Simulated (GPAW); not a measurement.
Crystal: Au.

```
Au
1.0
     0.00000    2.03930    2.03930
     2.03930    0.00000    2.03930
     2.03930    2.03930    0.00000
Au
1
Direct
  0.00000 0.00000 0.00000
```

Program: GPAW 26.7.0. Alike in all runs: task band structure; spin SOC, no magnetisation; cell as given; k mesh 16 × 16 × 16; cutoff (eV) 600; smearing fermi-dirac 0.05 eV.

Problem. Order these runs on this cell by their pressure, lowest first.
A. level LDA; potentials or basis the program's PAW data sets (release 1.2.1) made for this functional, pw; spin axis theta (degrees) 0; spin axis phi (degrees) 0
B. level r2SCAN; potentials or basis GPAW PAW data sets (gpaw-data 1.2.1), pw; spin axis theta (degrees) 90; spin axis phi (degrees) 45
C. level PBE; potentials or basis GPAW PAW data sets (gpaw-data 1.2.1), pw; spin axis theta (degrees) 0; spin axis phi (degrees) 0

Solution. A (-0.8 GPa), B (8.8 GPa), C (12.1 GPa).

Caveats: with this Au data set, volumes or pressures lay over 1.5 % or 2 GPa off other programs in two to four cells of ten; spin-orbit coupling was added after a scalar SCF, so levels and gaps hold it while energy, forces, pressure and moments don't; the PAW data sets were made with another functional, which shifts forces and pressure a little (some runs).

Not every run made on this cell is shown here.
